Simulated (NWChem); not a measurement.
**C2H7FO2Si (SMILES CO[SiH](F)OC): levels of theory compared**

Aim: a comparison of 4 runs (HF/STO-3G, HF/3-21G, B3LYP/6-31G*) of C2H7FO2Si. 

The calculation is run with NWChem 7.3.0.

## 1. Starting point

C2H7FO2Si: 13 atoms, total charge 0, spin state singlet. SMILES: `CO[SiH](F)OC`. The coordinates come from a PBE0-D4/def2-TZVP relaxation. This is one conformer, not always the lowest.

Bond lengths: C1–O2 1.411 Å, O2–Si3 1.623 Å, Si3–F4 1.597 Å, Si3–O5 1.612 Å, O5–C6 1.413 Å, C1–H7 1.095 Å, C1–H8 1.094 Å, C1–H9 1.091 Å, Si3–H10 1.471 Å, C6–H11 1.094 Å, C6–H12 1.091 Å, C6–H13 1.093 Å. Some angles: C1–O2–Si3 125.9°, O2–Si3–F4 107.7°, O2–Si3–O5 108.9°, F4–Si3–O5 111.3°, Si3–O5–C6 126.6°, O2–C1–H7 111.2°, O2–C1–H8 111.3°, O2–C1–H9 108.1°, O2–Si3–H10 113.8°, F4–Si3–H10 107.2°.

## 2. Energy and forces at HF/STO-3G (run 1)

Input file c2h7fo2si.nw:

```
start c2h7fo2si
memory total 2200 mb

geometry noautosym nocenter noautoz
  C     0.298800   -2.150300    0.698500
  O     0.488400   -0.778100    0.428800
  Si    0.203600   -0.038000   -0.987600
  F    -1.244600   -0.488900   -1.487500
  O     0.276700    1.557200   -0.766500
  C    -0.358300    2.296500    0.257100
  H     1.002200   -2.766700    0.128800
  H    -0.721200   -2.465800    0.459800
  H     0.478000   -2.315400    1.761800
  H     1.159000   -0.394300   -2.047300
  H    -1.438800    2.340400    0.092800
  H     0.041000    3.311100    0.236700
  H    -0.164400    1.857600    1.239500
end

basis spherical bse
  * library STO-3G
end

scf
  thresh 1e-08
  maxiter 80
end

task scf gradient
```

Started as:

```console
$ nwchem c2h7fo2si.nw > c2h7fo2si.out
```

Log:

```text
[...]
  functions       =    41
[...]
  wavefunction    = RHF
[...]
         Total SCF energy =   -610.274922258246
      One-electron energy =  -1524.909517633147
      Two-electron energy =    575.126176134077
 Nuclear repulsion energy =    339.508419240824
        Time for solution =      3.3s
[...]
                         RHF ENERGY GRADIENTS
    atom               coordinates                        gradient
                 x          y          z           x          y          z
   1 C       0.564650  -4.063478   1.319974    0.000354  -0.010154   0.012977
   2 O       0.922942  -1.470396   0.810315   -0.008789  -0.005718  -0.026514
   3 Si      0.384748  -0.071810  -1.866293   -0.007165   0.029420   0.034624
   4 F      -2.351953  -0.923887  -2.810967    0.005242  -0.001352  -0.000104
   5 O       0.522887   2.942681  -1.448475   -0.012036  -0.025926   0.008918
   6 C      -0.677089   4.339756   0.485849   -0.001165   0.016990   0.005275
   7 H       1.893883  -5.228305   0.243397    0.000995   0.005341  -0.000544
   8 H      -1.362870  -4.659686   0.868896    0.001174   0.006041  -0.000990
   9 H       0.903289  -4.375472   3.329319    0.000405   0.002801  -0.002089
  10 H       2.190192  -0.745119  -3.868836    0.014177  -0.008453  -0.020299
  11 H      -2.718938   4.422715   0.175367    0.003387  -0.002706  -0.004074
[...]
```

Run time: 4.8 s. Hardware: 1 thread of Intel Xeon Platinum 8488C (Sapphire Rapids), shared host; peak memory 0.098 GiB.

## 3. Energy and gradient at HF/3-21G (run 2)

Input file c2h7fo2si.nw:

```
start c2h7fo2si
memory total 2200 mb
geometry noautosym nocenter noautoz
 C      0.298800    -2.150300     0.698500
 O      0.488400    -0.778100     0.428800
 Si     0.203600    -0.038000    -0.987600
 F     -1.244600    -0.488900    -1.487500
 O      0.276700     1.557200    -0.766500
 C     -0.358300     2.296500     0.257100
 H      1.002200    -2.766700     0.128800
 H     -0.721200    -2.465800     0.459800
 H      0.478000    -2.315400     1.761800
 H      1.159000    -0.394300    -2.047300
 H     -1.438800     2.340400     0.092800
 H      0.041000     3.311100     0.236700
 H     -0.164400     1.857600     1.239500
end
basis spherical bse
 * library 3-21G
end
scf
 singlet
 rhf
 thresh 1e-08
 maxiter 80
 print low
end
task scf gradient
```

Started as:

```console
$ nwchem c2h7fo2si.nw > c2h7fo2si.out
```

Log:

```text
[...]
  functions       =    72
[...]
  wavefunction    = RHF
[...]
         Total SCF energy =   -614.717742422525
      One-electron energy =  -1525.489232676931
      Two-electron energy =    571.263071013582
 Nuclear repulsion energy =    339.508419240824
        Time for solution =      4.2s
[...]
                         RHF ENERGY GRADIENTS
    atom               coordinates                        gradient
                 x          y          z           x          y          z
   1 C       0.564650  -4.063478   1.319974    0.001097   0.024859  -0.014450
   2 O       0.922942  -1.470396   0.810315    0.000426  -0.002406  -0.008256
   3 Si      0.384748  -0.071810  -1.866293   -0.027896   0.002939   0.028307
   4 F      -2.351953  -0.923887  -2.810967    0.019158   0.005217   0.002355
   5 O       0.522887   2.942681  -1.448475   -0.000883  -0.010384   0.004799
   6 C      -0.677089   4.339756   0.485849    0.007413  -0.020393  -0.016670
   7 H       1.893883  -5.228305   0.243397    0.004905  -0.003502  -0.003289
   8 H      -1.362870  -4.659686   0.868896   -0.006827  -0.001418  -0.001318
   9 H       0.903289  -4.375472   3.329319    0.001513  -0.000434   0.008558
  10 H       2.190192  -0.745119  -3.868836    0.002320   0.000468  -0.004123
  11 H      -2.718938   4.422715   0.175367   -0.006539  -0.000071  -0.001820
[...]
```

Run time: 6 s. Hardware: 1 thread of Intel Xeon Platinum 8488C (Sapphire Rapids), shared host; peak memory 0.099 GiB.

## 4. Energy and forces at B3LYP/6-31G(d) (spherical functions) (run 3)

Input file c2h7fo2si.nw:

```
start c2h7fo2si
title "C2H7FO2Si"
memory total 2200 mb

geometry noautosym nocenter noautoz
 C     0.298800   -2.150300    0.698500
 O     0.488400   -0.778100    0.428800
 Si    0.203600   -0.038000   -0.987600
 F    -1.244600   -0.488900   -1.487500
 O     0.276700    1.557200   -0.766500
 C    -0.358300    2.296500    0.257100
 H     1.002200   -2.766700    0.128800
 H    -0.721200   -2.465800    0.459800
 H     0.478000   -2.315400    1.761800
 H     1.159000   -0.394300   -2.047300
 H    -1.438800    2.340400    0.092800
 H     0.041000    3.311100    0.236700
 H    -0.164400    1.857600    1.239500
end

basis spherical bse
 * library 6-31G*
end

dft
 xc b3lyp
 grid fine
 convergence energy 1e-08
 maxiter 100
 mulliken
 print low
end

task dft gradient
```

Started as:

```console
$ nwchem c2h7fo2si.nw > c2h7fo2si.out
```

Log:

```text
[...]
 d= 0,ls=0.0,diis     1   -620.2203500724 -9.60D+02  1.32D-02  1.02D+00     3.6
[...]
 d= 0,ls=0.0,diis    10   -620.3306217098 -2.29D-09  2.01D-07  9.34D-10    29.6
         Total DFT energy =     -620.330621709786
      One electron energy =    -1530.803942536838
           Coulomb energy =      633.261192188260
    Exchange-Corr. energy =      -62.296290602031
 Nuclear repulsion energy =      339.508419240824
[...]
      Total Density - Mulliken Population Analysis
     ---------------------------------------------
    Atom       Charge   Shell Charges
 -----------   ------   -------------------------------------------------------
    1 C    6     6.19   2.00  0.68  2.07  0.56  0.82  0.06
    2 O    8     8.55   2.00  0.89  2.97  0.92  1.75  0.02
    3 Si  14    12.97   2.00  2.00  5.96  0.82  1.49  0.05  0.21  0.45
    4 F    9     9.40   2.00  0.93  3.32  1.03  2.11  0.01
    5 O    8     8.53   2.00  0.89  2.97  0.91  1.74  0.02
    6 C    6     6.19   2.00  0.68  2.07  0.56  0.82  0.06
    7 H    1     0.85   0.53  0.32
    8 H    1     0.84   0.53  0.31
    9 H    1     0.84   0.53  0.31
   10 H    1     1.11   0.52  0.59
[...]
                         DFT ENERGY GRADIENTS
    atom               coordinates                        gradient
                 x          y          z           x          y          z
   1 C       0.564650  -4.063478   1.319974    0.000756   0.004043  -0.001008
   2 O       0.922942  -1.470396   0.810315   -0.003438  -0.001124  -0.010022
   3 Si      0.384748  -0.071810  -1.866293   -0.006297   0.004427   0.009173
   4 F      -2.351953  -0.923887  -2.810967    0.011457   0.003763   0.003734
   5 O       0.522887   2.942681  -1.448475   -0.004314  -0.009717   0.003716
   6 C      -0.677089   4.339756   0.485849    0.001653  -0.002223  -0.003746
   7 H       1.893883  -5.228305   0.243397   -0.001271   0.001422   0.001073
   8 H      -1.362870  -4.659686   0.868896    0.001809   0.000858   0.000367
   9 H       0.903289  -4.375472   3.329319   -0.000313   0.000675  -0.001959
  10 H       2.190192  -0.745119  -3.868836   -0.001403  -0.000432   0.000364
  11 H      -2.718938   4.422715   0.175367    0.002165  -0.000346   0.000202
[...]
```

Wall time 39 s (1 thread of Intel Xeon Platinum 8488C (Sapphire Rapids), shared host); peak memory 0.13 GiB.

## 5. Energy and forces at B3LYP/6-31G(d) (Cartesian functions) (run 4)

Input file a.nw:

```
start a
memory stack 880 mb heap 220 mb global 1100 mb

geometry units angstrom noautosym nocenter noautoz
C     0.298800   -2.150300    0.698500
O     0.488400   -0.778100    0.428800
Si    0.203600   -0.038000   -0.987600
F    -1.244600   -0.488900   -1.487500
O     0.276700    1.557200   -0.766500
C    -0.358300    2.296500    0.257100
H     1.002200   -2.766700    0.128800
H    -0.721200   -2.465800    0.459800
H     0.478000   -2.315400    1.761800
H     1.159000   -0.394300   -2.047300
H    -1.438800    2.340400    0.092800
H     0.041000    3.311100    0.236700
H    -0.164400    1.857600    1.239500
end

basis
* library 6-31G*
end

dft
xc b3lyp
mult 1
grid fine
convergence energy 1e-08
iterations 100
mulliken
end

task dft gradient
```

Started as:

```console
$ nwchem a.nw > a.out
```

Log (excerpt; [...] marks lines left out):

```text
[...]
          Wavefunction type:  closed shell.
          No. of atoms     :    13
          No. of electrons :    58
[...]
          Charge           :     0
          Spin multiplicity:     1
[...]
          AO basis - number of functions:   108
[...]
              XC Information
              --------------
                         B3LYP Method XC Potential
                     Hartree-Fock (Exact) Exchange  0.200
                        Slater Exchange Functional  0.800 local
                    Becke 1988 Exchange Functional  0.720 non-local
              Lee-Yang-Parr Correlation Functional  0.810
                  VWN I RPA Correlation Functional  0.190 local
[...]
 d= 0,ls=0.0,diis     1   -620.2248297984 -9.60D+02  1.40D-02  1.15D+00     3.6
[...]
 d= 0,ls=0.0,diis    10   -620.3374100539 -2.35D-09  2.08D-07  1.13D-09    31.1
         Total DFT energy =     -620.337410053892
      One electron energy =    -1530.736542556529
           Coulomb energy =      633.136894697592
    Exchange-Corr. energy =      -62.246181435780
 Nuclear repulsion energy =      339.508419240824
[...]
      Total Density - Mulliken Population Analysis
     ---------------------------------------------
[...]
  wavefunction    = closed shell
                         DFT ENERGY GRADIENTS
    atom               coordinates                        gradient
                 x          y          z           x          y          z
   1 C       0.564650  -4.063478   1.319974    0.000829   0.004448  -0.001032
   2 O       0.922942  -1.470396   0.810315   -0.003544  -0.001775  -0.009534
   3 Si      0.384748  -0.071810  -1.866293   -0.005103   0.004349   0.008786
   4 F      -2.351953  -0.923887  -2.810967    0.010382   0.003489   0.003549
   5 O       0.522887   2.942681  -1.448475   -0.004521  -0.008969   0.004082
   6 C      -0.677089   4.339756   0.485849    0.001812  -0.002392  -0.004054
   7 H       1.893883  -5.228305   0.243397   -0.001252   0.001411   0.001057
   8 H      -1.362870  -4.659686   0.868896    0.001777   0.000881   0.000345
   9 H       0.903289  -4.375472   3.329319   -0.000305   0.000639  -0.001924
  10 H       2.190192  -0.745119  -3.868836   -0.001412  -0.000402   0.000387
  11 H      -2.718938   4.422715   0.175367    0.002135  -0.000347   0.000190
[...]
```

It took 40 s on 1 thread of Intel Xeon Platinum 8488C (Sapphire Rapids), shared host; peak memory 0.13 GiB.

## 6. All runs side by side

| run | level | iteration cap | module | energy (Eh) | largest force (eV/Å) | wall time |
| --- | --- | --- | --- | --- | --- | --- |
| 1 | HF/STO-3G | 80 | scf | -610.274922 | 2.365 | 4.8 s |
| 2 | HF/3-21G | 80 | scf | -614.717742 | 2.049 | 6 s |
| 3 | B3LYP/6-31G* (spherical functions) | 100 | dft | -620.330622 | 0.649 | 39 s |
| 4 | B3LYP/6-31G* (Cartesian functions) | 100 | dft | -620.337410 | 0.592 | 40 s |

## 7. Summary of results

| quantity | value |
| --- | --- |
| run 4: total energy | -620.33741 Eh |
| run 4: dipole moment | 1.51 D |
| run 4: HOMO energy | -8.03 eV |
| run 4: LUMO energy | 1.80 eV |
| run 4: HOMO–LUMO gap | 9.82 eV |
| run 4: largest force on an atom | 0.592 eV/Å |

In words: In run 1 the basis is minimal, so the values are rough. All runs together took 90 s, the longest 40 s.
